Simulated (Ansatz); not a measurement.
**SrCd: how the settings move a single-point run**

Question: which choices in the input matter for SrCd?

Program: Ansatz 0.2.0. Level of theory: reference: DFT, PBEsol, PAW with Ansatz's default frozen-core files, scalar-relativistic; levels and slopes on a fine mesh, independent-particle optical spectra. These are calculated values, not measurements.

## (1) The starting structure

The structure is cubic, space group Pm-3m (No. 221). Conventional cell: a = 3.980 Å, b = 3.980 Å, c = 3.980 Å, α = 90.00°, β = 90.00°, γ = 90.00°. Sr (site symmetry m-3m) is surrounded by 8 Cd at 3.45 Å. Around Cd (site symmetry m-3m) lie 8 Sr at 3.45 Å.

As a file:

```
Sr Cd
1.0
     3.98043    0.00000    0.00000
     0.00000    3.98043    0.00000
     0.00000    0.00000    3.98043
Sr Cd
1 1
Direct
  0.50000 0.50000 0.50000
  0.00000 0.00000 0.00000
```

## (2) The reference run

File input.yaml:

```yaml
crystal:
  lattice:
    - [3.98043261778, 0.0, 0.0]
    - [0.0, 3.98043261778, 0.0]
    - [0.0, 0.0, 3.98043261778]
  atoms:
    - { symbol: Sr, position: [0.5, 0.5, 0.5] }
    - { symbol: Cd, position: [0.0, 0.0, 0.0] }
kpoints:
  mp_grid: { grid: [10, 10, 10] }
scf:
  occupations: { method: fermi_dirac, width: 0.08 }
hamiltonian:
  xc: pbesol
  pseudopotentials: { kind: paw }
output:
  forces: true
  stress: true
  eigenvalues: true
  eigenstates:
    nscf_kmesh: { grid: [16, 16, 16] }
    de_dk: true
    e_range: [-14, 14]
  optics:
    e_range: [0, 20]
    de: 0.2
    sigma: 0.1
    bands: { spectra_wanted_up_to: 20 }
    nscf_kmesh: { grid: [16, 16, 16] }
    drude_damping: 0.2
checkpoint:
  write: ck
  write_wavefunctions: false
```

On the command line:

```
$ ansatz run input.yaml --threads 1 --pin off --max-ram 3072MiB --backend cpu --events-out ev --progress --plain --runs-dir out
```

## (3) Changing settings: mp_grid.grid [5, 5, 5], occupations.method tetrahedron_uncorrected, chi_scale 0.0, width left out

Edit input.yaml of step 2 so:

```diff
@@ -9,5 +9,6 @@
 kpoints:
-  mp_grid: { grid: [10, 10, 10] }
+  mp_grid: { grid: [5, 5, 5] }
 scf:
-  occupations: { method: fermi_dirac, width: 0.08 }
+  occupations: { method: tetrahedron_uncorrected }
+  initial_density: { chi_scale: 0.0 }
 hamiltonian:
```

Before running it: what results should come out? Wanted: for each run, ending; energy change; pressure; gap; force.

As calculated:

```tsv
run	ending	energy change	pressure (GPa)	gap (eV)	force (eV/Å)	cycles	time
reference	converged	0	0.0	0.00	0.00	-	2.5 min
1: mp_grid.grid [5, 5, 5], occupations.method tetrahedron_uncorrected, chi_scale 0.0, width left out	converged	+74.9 meV/atom (σ→0)	0.0	0.00	0.00	10	30 s
```

Residual by cycle in the longest SCF loop of each run; runs are numbered as in the table. The quantity is the density residual dr2, in eV.

```tsv
cycle	reference	run 1
1	0.00494	0.63
2	5.9e-4	0.109
3	6.5e-5	0.0176
4	2.5e-6	5.5e-4
5	3.0e-7	2.3e-5
6	7.8e-9	3.0e-7
7	1.6e-10	1.1e-8
8	1.2e-11	9.4e-10
9	5.7e-13	7.2e-11
10	-	2.7e-12
```

Changing the k-point mesh, smearing and start moves the energy by +74.9 meV/atom (σ→0 values). More than one kind of setting changed, and this run alone doesn't tell their shares apart.
